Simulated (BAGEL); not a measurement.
**One shape, several levels: GeNH3 (SMILES [N][GeH3])**

We compute a comparison of 3 runs (UHF/STO-3G, UHF/3-21G, UHF/def2-SVP) of GeNH3. 

The results are computed with BAGEL 1.2.2.

2 further runs of the same task are left out: 2 that didn't finish.

### 1 The structure to begin with

GeNH3 has 5 atoms, charge 0, and is taken as a triplet. SMILES: `[N][GeH3]`. The shape comes from GFN2-xTB, which is rough for such elements, and wasn't checked as a minimum.

Bond lengths: N1–Ge2 1.735 Å, Ge2–H3 1.504 Å, Ge2–H4 1.504 Å, Ge2–H5 1.504 Å. Angles: N1–Ge2–H3 111.9°, N1–Ge2–H4 111.9°, N1–Ge2–H5 111.9°, H3–Ge2–H4 106.9°, H3–Ge2–H5 106.9°, H4–Ge2–H5 106.9°.

### 2 A single-point energy at UHF/STO-3G (density fitting with qzvpp-jkfit) (run 1)

job.json

```json
{ "bagel": [

{
  "title": "molecule",
  "basis": "sto-3g",
  "df_basis": "qzvpp-jkfit",
  "angstrom": "true",
  "geometry": [
    { "atom": "N", "xyz": [      -0.957900,       0.020900,       1.433700 ] },
    { "atom": "Ge", "xyz": [       0.005750,      -0.000130,      -0.008750 ] },
    { "atom": "H", "xyz": [      -0.726050,       0.592710,      -1.180850 ] },
    { "atom": "H", "xyz": [       0.400050,      -1.397520,      -0.399400 ] },
    { "atom": "H", "xyz": [       1.278160,       0.784040,       0.155290 ] }
  ]
},

{
  "title": "uhf",
  "charge": 0,
  "nopen": 2
},

{
  "title": "print",
  "file": "orbitals.molden",
  "orbitals": "true"
}

]}
```

Command:

```console
BAGEL_NUM_THREADS=1 BAGEL job.json > job.out
```

The log of the run:

```text
* using 1 threads per process

  ===============================================================
  ===============================================================

  *** Geometry ***

  { "atom" : "N", "xyz" : [     -1.810169,      0.039495,      2.709300 ] },
  { "atom" : "Ge", "xyz" : [      0.010866,     -0.000246,     -0.016535 ] },
  { "atom" : "H", "xyz" : [     -1.372036,      1.120060,     -2.231483 ] },
  { "atom" : "H", "xyz" : [      0.755985,     -2.640930,     -0.754757 ] },
  { "atom" : "H", "xyz" : [      2.415372,      1.481621,      0.293456 ] },

  Number of auxiliary basis functions:      397

  Since a DF basis is specified, we compute 2- and 3-index integrals:
    o Being stored without compression. Storage requirement is 0.002 GB

  Number of basis functions:       26
  Number of electrons      :       42

    * METHOD: MOLECULE                             0.17

  *** Open-shell HF ***

  === Nuclear Repulsion ===
   106.9059123773

      * DIIS with orbital gradients will be used.

  === UHF iteration (sto-3g) ===
      0      -2107.14002998          0.02529563           0.03
      1      -2107.19935023          0.00657727           0.03
      2      -2107.20592928          0.00210173           0.03
      3      -2107.20679812          0.00030461           0.03
      4      -2107.20688216          0.00003319           0.03
      5      -2107.20690519          0.00001566           0.03
      6      -2107.20691276          0.00000679           0.03
      7      -2107.20691405          0.00000096           0.03
      8      -2107.20691405          0.00000017           0.03
      9      -2107.20691405          0.00000004           0.03
     10      -2107.20691405          0.00000003           0.03
     11      -2107.20691405          0.00000001           0.03
    * SCF iteration converged.

    * S^2 (UHF) is 2.0150

    * Permanent dipole moment:
           (   -0.284540,     0.006207,     0.426217) a.u.

    * METHOD: UHF                                  0.45

    * METHOD: PRINT                                0.01

  ===============================================================
```

Run time: 2.4 s. Hardware: 1 thread of AMD EPYC 7R43 (Zen 3), shared host; peak memory 0.079 GiB.

### 3 The energy at UHF/3-21G (density fitting with qzvpp-jkfit) (run 2)

input.json

```json
{ "bagel" : [

{
  "title" : "molecule",
  "basis" : "3-21g",
  "df_basis" : "qzvpp-jkfit",
  "angstrom" : false,
  "geometry" : [
    { "atom" : "N", "xyz" : [ -1.81016865,  0.03949528,  2.70930034 ] },
    { "atom" : "Ge", "xyz" : [  0.01086593, -0.00024566, -0.01653510 ] },
    { "atom" : "H", "xyz" : [ -1.37203565,  1.12005957, -2.23148309 ] },
    { "atom" : "H", "xyz" : [  0.75598494, -2.64093005, -0.75475661 ] },
    { "atom" : "H", "xyz" : [  2.41537234,  1.48162087,  0.29345557 ] }
  ]
},
{ "title" : "uhf", "nopen" : 2 },
{ "title" : "print", "file" : "orbitals.molden", "orbitals" : true }

]}
```

Command:

```console
BAGEL_NUM_THREADS=1 BAGEL input.json > input.out
```

The log of the run:

```text
* using 1 threads per process

  ===============================================================
  ===============================================================

  *** Geometry ***

  { "atom" : "N", "xyz" : [     -1.810169,      0.039495,      2.709300 ] },
  { "atom" : "Ge", "xyz" : [      0.010866,     -0.000246,     -0.016535 ] },
  { "atom" : "H", "xyz" : [     -1.372036,      1.120060,     -2.231483 ] },
  { "atom" : "H", "xyz" : [      0.755985,     -2.640930,     -0.754757 ] },
  { "atom" : "H", "xyz" : [      2.415372,      1.481621,      0.293456 ] },

  Number of auxiliary basis functions:      397

  Since a DF basis is specified, we compute 2- and 3-index integrals:
    o Being stored without compression. Storage requirement is 0.004 GB

  Number of basis functions:       37
  Number of electrons      :       42

    * METHOD: MOLECULE                             0.12

  *** Open-shell HF ***

  === Nuclear Repulsion ===
   106.9059126253

      * DIIS with orbital gradients will be used.

  === UHF iteration (3-21g) ===
      0      -2120.97573402          0.05031997           0.04
      1      -2121.09371651          0.02301025           0.04
      2      -2121.12665600          0.01020137           0.04
[... 12 lines of this table left out ...]
     15      -2121.13330296          0.00000001           0.05
    * SCF iteration converged.

    * S^2 (UHF) is 2.0144

    * Permanent dipole moment:
           (   -0.335082,     0.007314,     0.501946) a.u.

    * METHOD: UHF                                  0.84

    * METHOD: PRINT                                0.01

  ===============================================================
```

Run time: 2.6 s. Hardware: 1 thread of AMD EPYC 7R43 (Zen 3), shared host; peak memory 0.079 GiB.

### 4 A single-point energy at UHF/def2-SVP (density fitting with qzvpp-jkfit) (run 3)

input.json

```json
{ "bagel" : [

{
  "title" : "molecule",
  "basis" : "svp",
  "df_basis" : "qzvpp-jkfit",
  "angstrom" : true,
  "geometry" : [
    { "atom" : "N", "xyz" : [      -0.957900,       0.020900,       1.433700 ] },
    { "atom" : "Ge", "xyz" : [       0.005750,      -0.000130,      -0.008750 ] },
    { "atom" : "H", "xyz" : [      -0.726050,       0.592710,      -1.180850 ] },
    { "atom" : "H", "xyz" : [       0.400050,      -1.397520,      -0.399400 ] },
    { "atom" : "H", "xyz" : [       1.278160,       0.784040,       0.155290 ] }
  ]
},

{
  "title" : "uhf",
  "nopen" : 2
},

{
  "title" : "print",
  "file" : "orbitals.molden",
  "orbitals" : true
}

]}
```

Command:

```console
BAGEL_NUM_THREADS=1 BAGEL input.json > input.out
```

The log of the run:

```text
* using 1 threads per process

  ===============================================================
  ===============================================================

  *** Geometry ***

  { "atom" : "N", "xyz" : [     -1.810169,      0.039495,      2.709300 ] },
  { "atom" : "Ge", "xyz" : [      0.010866,     -0.000246,     -0.016535 ] },
  { "atom" : "H", "xyz" : [     -1.372036,      1.120060,     -2.231483 ] },
  { "atom" : "H", "xyz" : [      0.755985,     -2.640930,     -0.754757 ] },
  { "atom" : "H", "xyz" : [      2.415372,      1.481621,      0.293456 ] },

  Number of auxiliary basis functions:      397

  Since a DF basis is specified, we compute 2- and 3-index integrals:
    o Being stored without compression. Storage requirement is 0.012 GB

  Number of basis functions:       61
  Number of electrons      :       42

    * METHOD: MOLECULE                             0.22

  *** Open-shell HF ***

  === Nuclear Repulsion ===
   106.9059123773

      * DIIS with orbital gradients will be used.

  === UHF iteration (svp) ===
      0      -2130.98303773          0.03323713           0.11
      1      -2131.10614256          0.01861391           0.10
      2      -2131.15011195          0.00892871           0.10
[... 15 lines of this table left out ...]
     18      -2131.16191821          0.00000001           0.09
    * SCF iteration converged.

    * S^2 (UHF) is 2.0161

    * Permanent dipole moment:
           (   -0.306174,     0.006684,     0.458634) a.u.

    * METHOD: UHF                                  2.10

    * METHOD: PRINT                                0.03

  ===============================================================
```

Wall time 4.5 s (1 thread of AMD EPYC 7R43 (Zen 3), shared host); peak memory 0.079 GiB.

### 5 The series

```
run                                            level   energy (Eh)  dipole moment (D)   ⟨S²⟩  wall time
  1    UHF/STO-3G (density fitting with qzvpp-jkfit)  -2107.206914               1.30  2.015      2.4 s
  2     UHF/3-21G (density fitting with qzvpp-jkfit)  -2121.133303               1.53  2.014      2.6 s
  3  UHF/def2-SVP (density fitting with qzvpp-jkfit)  -2131.161918               1.40  2.016      4.5 s
```

### 6 Outcome

| quantity | value |
| --- | --- |
| run 3: total energy | -2131.16192 Eh |
| run 3: dipole moment | 1.40 D |
| run 3: ⟨S²⟩ | 2.016 |

What this shows: The dipole moment (its size) runs from 1.30 D (UHF/STO-3G) to 1.53 D (UHF/3-21G). In run 1 the basis is minimal, so the values are rough. All runs together took 9.5 s, the longest 4.5 s.
